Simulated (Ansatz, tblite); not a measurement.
# The cluster Cu8Te: one state, many levels

One table from this session's results is given with a row withheld; the runs are named, their logs left out.

The runs use Ansatz 0.2.0, Gaussian basis; as each input shows.

The runs, in order: GFN1-xTB, GFN2-xTB, PBE-D4/def2-SVP, r2SCAN-D4/def2-SVP, BHLYP-D4/def2-SVP, LDA/def2-SVP, MP2/def2-SVP, RPA/def2-SVP.

13 further runs of the same task are left out: 11 that didn't finish, 2 set aside as unsound or not needed.

**The structure**

The geometry is that of the singlet, from an earlier relaxation (r2SCAN-D4/def2-SVP). At that level it is the lowest of the isomers that a small search found.

9 atoms, charge 0, spin multiplicity 1.

Bond lengths: Cu1–Cu3 2.457 Å, Cu1–Cu4 2.373 Å, Cu1–Cu5 2.362 Å, Cu1–Cu7 2.362 Å, Cu1–Cu8 2.373 Å, Cu2–Cu3 2.373 Å, Cu2–Cu5 2.401 Å, Cu2–Te9 2.630 Å, Cu3–Cu5 2.362 Å, Cu3–Cu6 2.373 Å, Cu3–Cu7 2.362 Å, Cu4–Cu5 2.401 Å, Cu4–Te9 2.630 Å, Cu6–Cu7 2.401 Å, Cu6–Te9 2.630 Å, Cu7–Cu8 2.401 Å, Cu8–Te9 2.630 Å. Angles: Cu3–Cu1–Cu4 89.1°, Cu3–Cu1–Cu5 58.7°, Cu3–Cu1–Cu7 58.7°, Cu3–Cu1–Cu8 89.1°, Cu4–Cu1–Cu5 60.9°, Cu4–Cu1–Cu7 111.7°, Cu4–Cu1–Cu8 60.3°, Cu5–Cu1–Cu7 116.9°, Cu5–Cu1–Cu8 111.7°, Cu7–Cu1–Cu8 60.9°, Cu3–Cu2–Cu5 59.3°, Cu3–Cu2–Te9 116.3°, Cu5–Cu2–Te9 122.8°, Cu1–Cu3–Cu2 89.1°, Cu1–Cu3–Cu5 58.7°, Cu1–Cu3–Cu6 89.1°, Cu1–Cu3–Cu7 58.7°, Cu2–Cu3–Cu5 60.9° and more.

Coordinates:

```csv
atom,x (Å),y (Å),z (Å)
Cu1,-1.72988,-0.49305,-0.46795
Cu2,1.49031,-0.88718,0.51474
Cu3,0.42141,-0.83993,-1.60375
Cu4,-0.59721,-0.55074,1.61691
Cu5,-0.35669,-2.34663,0.04104
Cu6,1.21405,1.17907,-0.64027
Cu7,-0.82380,1.14413,-1.90998
Cu8,-0.87348,1.51559,0.46186
Te9,1.25531,1.27873,1.98740
```

Te takes a core potential in the def2 sets. No spin-orbit coupling is included.

PBE0-D4/def2-SVP was run before; its log isn't repeated, and its numbers join the tables.

The first run:

Tight binding, by tblite at 300 K electronic temperature and without a spin-polarisation term:

```python
tblite.interface.Calculator('GFN1-xTB', numbers, positions, charge=0, uhf=0).singlepoint()
```

Tight binding, by tblite at 300 K electronic temperature and without a spin-polarisation term:

```python
tblite.interface.Calculator('GFN2-xTB', numbers, positions, charge=0, uhf=0).singlepoint()
```

start.molden holds the orbitals of an earlier run on this state, given as this run's starting guess.

in.yaml

```yaml
crystal:
  periodic: [false, false, false]
  atoms:
    - {symbol: Cu, position_ang: [-1.729883, -0.493045, -0.467951]}
    - {symbol: Cu, position_ang: [1.490311, -0.887183, 0.514743]}
    - {symbol: Cu, position_ang: [0.421408, -0.839925, -1.603751]}
    - {symbol: Cu, position_ang: [-0.597206, -0.550739, 1.616914]}
    - {symbol: Cu, position_ang: [-0.356687, -2.346626, 0.041042]}
    - {symbol: Cu, position_ang: [1.214045, 1.179072, -0.640269]}
    - {symbol: Cu, position_ang: [-0.823802, 1.144134, -1.909977]}
    - {symbol: Cu, position_ang: [-0.873480, 1.515593, 0.461857]}
    - {symbol: Te, position_ang: [1.255314, 1.278729, 1.987401]}
basis:
  gaussian: {orbitals: def2-SVP, initial_orbitals: start.molden}
hamiltonian: {xc: pbe, dispersion: d4}
scf: {omitted_lower_state_checks: [starts]}
output: {orbitals: {seedname: orbitals}}
```

Run with:

```console
> ansatz run in.yaml --threads 4 --pin off --events-out ev --progress --plain --max-ram 6963MiB
```

Among the steps run: PBE-D4/def2-SVP; r2SCAN-D4/def2-SVP; BHLYP-D4/def2-SVP; LDA/def2-SVP; MP2/def2-SVP; RPA/def2-SVP.

One of the session's tables, all rows but one given; the rest of the session is left out.

It belongs to the step «Binding energy». 

| level | binding an atom (eV) |
| --- | --- |
| HF/def2-SVP | 0.682 |
| LDA/def2-SVP | 3.387 |
| PBE-D4/def2-SVP | 2.895 |
| r2SCAN-D4/def2-SVP | ? |
| PBE0-D4/def2-SVP | 2.436 |
| BHLYP-D4/def2-SVP | 2.018 |
| RPA/def2-SVP | 1.820 |
| MP2/def2-SVP | 2.166 |

Q: Estimate the row for r2SCAN-D4/def2-SVP from the others.

As computed: binding an atom (eV): 2.917. In the column «binding an atom (eV)» it lies between PBE-D4/def2-SVP (2.895) and LDA/def2-SVP (3.387).

Limits of these values: Free atoms were run apart at each level; binding is atoms less cluster, divided by the number of atoms, without zero-point or spin-orbit terms.
